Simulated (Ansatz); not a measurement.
**ZrN+ (triplet): the correlation ladder, def2-QZVPP**

The task here is to estimate one member of a computed series from the others.

Method: def2-QZVPP, core rule «outside noble gas», up to 5 orbitals frozen; program: Ansatz 0.2.0, Gaussian basis.

Plan: UHF; ROHF; CCSD(T) on UHF.

2 further runs of the same task are left out: 2 set aside as unsound or not needed. Runs told in other sessions of the task aren't counted.

**What is computed**

The geometry is a PBE0/def2-TZVP stationary point (not a proven minimum). No spin-orbit coupling is included. Elements past krypton take def2 core potentials.

2 atoms, charge 1, spin multiplicity 3.

Atoms are counted from 1 here; the program's logs count them from 0.

Bond lengths: Zr1–N2 1.735 Å.

Set-up of the first run:

Contents of in.yaml:

```yaml
crystal:
  periodic: [false, false, false]
  atoms:
    - {symbol: Zr, position_ang: [0.000000, 0.000000, 0.000000]}
    - {symbol: N, position_ang: [0.000000, 0.000000, 1.735000]}
basis:
  gaussian: {orbitals: "def2-QZVPP.json"}
total_charge: 1
magnetization: {spin_polarized: true, initial_magnetization: 2}
hamiltonian: {xc: hf}
output: {orbitals: {seedname: orbitals}}
```

Launch:

```
$ ansatz run in.yaml --threads 1 --pin off --events-out ev --progress --plain --max-ram 4096MiB --backend cpu
```

Among the steps run: UHF; ROHF; CCSD(T) on UHF.

One of the session's tables, all rows but one given; the rest of the session is left out.

| method | from UCCSD(T) (kcal/mol) |
| --- | --- |
| ROHF | +179.60 |
| UHF | ? |
| UMP2 | +9.97 |
| UCCSD | +11.30 |
| UCCSD(T) | 0 |

Estimate the missing values for UHF.

As computed: from UCCSD(T) (kcal/mol): +173.79. In the column «from UCCSD(T) (kcal/mol)» it lies between UCCSD (+11.30) and ROHF (+179.60).
